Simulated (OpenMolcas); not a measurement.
# Yb⁴⁺: CASSCF terms and fine-structure levels

Aim: the low terms and levels of Yb⁴⁺, with their order and spacing.

The numbers are computed with OpenMolcas 26.06 (state-averaged CASSCF, spin-orbit coupling by RASSI with atomic mean-field integrals), except any that are marked as measured or tabulated.

## 1. What is computed

```
Species                           : Yb⁴⁺ (ytterbium, Z = 70, 66 electrons)
Basis                             : ANO-R0 [6s4p2d1f], 35 functions
Scalar Hamiltonian                : X2C, finite nucleus
Inactive shells                   : 1s 2s 2p 3s 3p 3d 4s 4p 4d 5s 5p
Active space                      : 12 electrons in 7 orbitals (4f)
Some configurations of this space : 4f12
Orbitals                          : optimised for the highest spin of each parity, averaged over all roots
```

Outer shells as boxes (Hund's rule):

4f12
```
4f [↑↓][↑↓][↑↓][↑↓][↑↓][↑ ][↑ ]
```

The work runs as a chain of OpenMolcas steps in one folder; each step below is one input file. Labels, J, g values, rates, χT and fits are worked out afterwards by a script from the matrices that RASSI stores.

## 2. Basis and integrals

Input file a.inp:

```
&GATEWAY
Coord
1

Yb 0.0 0.0 0.0
Basis=ANO-R0
Group=XYZ
NoMove
AngMom=0.0 0.0 0.0
AMFI
&SEWARD
```

Run with:

```sh
$ OMP_NUM_THREADS=1 MOLCAS_MEM=2252 MOLCAS_PROJECT=a pymolcas a.inp > a.log
```

## 3. Reference wave functions, triplets of even parity, 21 roots

Input file a.inp:

```
&RASSCF
FileOrb=start.orb
Symmetry=1
Spin=3
nActEl=12 0 0
Inactive=15 12
Ras2=0 7
CIRoot=21 21 1
SDav=21
CIMx=300
Iter=120 100
PrWF=0.3
OrbListing=Nothing
MaxOrb=0
Atom
>>> COPY $Project.JobIph JOB001
```

start.orb holds the contracted functions of the basis, ordered by shell, or the orbitals of the step before.

## 4. Reference wave functions, singlets of even parity, 28 roots

Input file a.inp:

```
&RASSCF
FileOrb=start.orb
Symmetry=1
Spin=1
nActEl=12 0 0
Inactive=15 12
Ras2=0 7
CIRoot=28 28 1
SDav=28
CIMx=300
Iter=120 100
PrWF=0.3
OrbListing=Nothing
MaxOrb=0
Atom
CIOnly
>>> COPY $Project.JobIph JOB002
```

## 5. State interaction with spin-orbit coupling

Input file a.inp:

```
&RASSI
NrOfJobIphs=2 18 27
1 2 3 4 5 6 7 8 9 10 11 12 13 14 15 16 17 18
1 2 3 4 5 6 7 8 9 10 11 12 13 14 15 16 17 18 19 20 21 22 23 24 25 26 27
IphNames
JOB001
JOB002
EJob
SpinOrbit
DIPRint=1.0
SOCoupling=1000.0
Subsets=2
MEES
Property=10
'ANGMOM' 1 'ANGMOM' 2 'ANGMOM' 3 'MLTPL  1' 1 'MLTPL  1' 2 'MLTPL  1' 3
'AMFI' 1 'AMFI' 2 'AMFI' 3 'MLTPL  2' 6
SOProperty=3
'ANGMOM' 1 'ANGMOM' 2 'ANGMOM' 3
```

(Steps that only read results are left out.)

Before running it: what results should come out? Wanted: lowest level; first excited level; spin-orbit lowering of the lowest level; strongest of the lines computed, by gA.

**Answer**, as computed:

| quantity | value |
| --- | --- |
| method | CASSCF |
| lowest level | 4f12 3H6, 99 % of that term, g = 1.166 |
| ground level listed by NIST | 3H6 |
| first excited level | 4f12 3F4 at 6626 cm-1 |
| spin-orbit lowering of the lowest level | 7392 cm-1 |
| strongest of the lines computed, by gA (one parity, so forbidden lines), at CASSCF energies | 4f12 1G4 → 4f12 3H5, 718.2 nm, A = 2.83e+01 s⁻¹ |

The multiplet 3H is inverted; its intervals divided by the larger J differ by 38 % of their mean, where Landé's rule for pure LS coupling makes them equal. The computed levels miss the measured ones by 860 cm⁻¹ on average. Only the configurations of the active space and the roots asked for are present. The singlets rest on orbitals optimised for another spin in at least one step, which raises them against the optimised states. Not all states of the active space went into the spin-orbit step. Measured levels are paired by their LS label, which is uncertain where the leading share is low. The basis is small and contracted for the neutral atom, so it is rough for this charge. Levels of other configurations are missing from the list.
